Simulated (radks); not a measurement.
# The Coulomb parameter U of the 3d shell of Zn²⁺

Aim: U as the second difference [E(n + 1) + E(n − 1) − 2E(n)]/1², with all orbitals relaxed. Bare: the atom's charge changes with n. Screened: the 4p shell takes up the change. The start is a model configuration, not necessarily the ground state.

The numbers are computed with radks (a radial shooting solver on a logarithmic mesh, Libxc functionals) version 1 (scalar-relativistic Kohn-Sham, r2SCAN, spin-unpolarised, spherical densities, finite nucleus), except any that are marked as measured or tabulated.

## (1) The atom as given

```
element            : zinc (Z = 30)
charge             : +2
electrons          : 28
configuration      : [Ar] 3d8 4p2
nuclear rms radius : 3.9283 fm
```

Outer shells as boxes (Hund's rule):

Zn²⁺
```
[Ar] core
3d [↑↓][↑↓][↑↓][↑ ][↑ ]
4p [↑ ][↑ ][  ]
```

## (2) Start: [Ar] 3d8 4p2

Settings of this run:

```text
Z 30
configuration [Ar] 3d8 4p2
relativity scalar-relativistic
functional r2scan,r2scan
spin unpolarised
nucleus finite rms 3.9283 fm
c 137.035999084
```

## (3) Bare +1: [Ar] 3d9 4p2

Changes since step 2:

```diff
@@ -1,3 +1,3 @@
 Z 30
-configuration [Ar] 3d8 4p2
+configuration [Ar] 3d9 4p2
 relativity scalar-relativistic
```

## (4) Bare -1: [Ar] 3d7 4p2

Changes since step 3:

```diff
@@ -1,3 +1,3 @@
 Z 30
-configuration [Ar] 3d9 4p2
+configuration [Ar] 3d7 4p2
 relativity scalar-relativistic
```

## (5) Screened +1: [Ar] 3d9 4p1

Changes since step 4:

```diff
@@ -1,3 +1,3 @@
 Z 30
-configuration [Ar] 3d7 4p2
+configuration [Ar] 3d9 4p1
 relativity scalar-relativistic
```

## (6) Screened -1: [Ar] 3d7 4p3

Changes since step 5:

```diff
@@ -1,3 +1,3 @@
 Z 30
-configuration [Ar] 3d9 4p1
+configuration [Ar] 3d7 4p3
 relativity scalar-relativistic
```

Q: Predict the outcome of this session.

**Answer**, as computed:

```
                  quantity  value (eV)
                   U, bare      20.712
         U, screened by 4p       7.263
F0(3d,3d), frozen orbitals      32.024
```

In words: Relaxing the orbitals brings U down to 65 % of the Slater integral F0. Letting 4p compensate leaves 35 % of the bare value; this second difference measures U(3d,3d) + U(4p,4p) − 2U(3d,4p). A solid screens further than the bare atom, so the bare value is an upper guide for the U of a crystal.
